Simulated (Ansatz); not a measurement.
# Lu (bcc type): a single-point run

The task is a single-point run on Lu (bcc type). The structure is shown as the input types it.

Program: Ansatz 0.2.0. Level of theory: Kohn-Sham DFT, with the functional, basis and potentials that each input names (as first typed). These are calculated values, not measurements.

1 further run of the same task is left out (it didn't finish). Runs told in other sessions of the task aren't counted.

**1. Starting point**

Symmetry: Im-3m, No. 229, cubic system. Conventional cell: a = 3.822 Å, b = 3.822 Å, c = 3.822 Å, α = 90.00°, β = 90.00°, γ = 90.00°. Lu (site symmetry m-3m) is surrounded by 8 Lu at 3.31 Å.

As a file:

```
Lu
1.0
    -3.82248    7.64497    0.00000
     0.00000    0.00000    3.82248
     7.64497    3.82248    0.00000
Lu
10
Direct
  0.00000 0.00000 0.00000
  0.40000 0.00000 0.20000
  0.10000 0.50000 0.30000
  0.20000 0.00000 0.60000
  0.70000 0.50000 0.10000
  0.80000 0.00000 0.40000
  0.50000 0.50000 0.50000
  0.60000 0.00000 0.80000
  0.30000 0.50000 0.90000
  0.90000 0.50000 0.70000
```

**2. The run**

input.yaml reads:

```yaml
crystal:
  lattice:
    - [-3.822484573, 7.6449691461, 0.0]
    - [0.0, 0.0, 3.822484573]
    - [7.6449691461, 3.822484573, 0.0]
  atoms:
    - { symbol: Lu, position: [0.0, 0.0, 0.0] }
    - { symbol: Lu, position: [0.4, 0.0, 0.2] }
    - { symbol: Lu, position: [0.1, 0.5, 0.3] }
    - { symbol: Lu, position: [0.2, 0.0, 0.6] }
    - { symbol: Lu, position: [0.7, 0.5, 0.1] }
    - { symbol: Lu, position: [0.8, 0.0, 0.4] }
    - { symbol: Lu, position: [0.5, 0.5, 0.5] }
    - { symbol: Lu, position: [0.6, 0.0, 0.8] }
    - { symbol: Lu, position: [0.3, 0.5, 0.9] }
    - { symbol: Lu, position: [0.9, 0.5, 0.7] }
kpoints:
  mp_grid: { grid: [5, 10, 5] }
scf:
  occupations: { method: fermi_dirac, width: 0.08 }
  max_iter: 75
hamiltonian:
  xc: pbesol
  pseudopotentials: { kind: paw }
  hubbard: { sites: [{ species: Lu, l: f, u_eff: 4.0 }] }
output:
  forces: true
  stress: true
  eigenvalues: true
```

On the command line:

```console
> ansatz run input.yaml --threads 3 --pin off --max-ram 8192MiB --backend cpu --events-out ev --progress --plain --runs-dir out
```

**Question.** How will this run end, and is anything wrong with its input?

This run ends as converged, with warnings (filled band counts differ across k points). Convergence says nothing about whether the input makes sense.

The suspect setting: hamiltonian.hubbard.sites is [{species: Lu, l: f, u_eff: 4.0}]. The Hubbard term names a species or shell that the system's potentials don't have.

Run again and compare: delete hamiltonian.hubbard.sites.
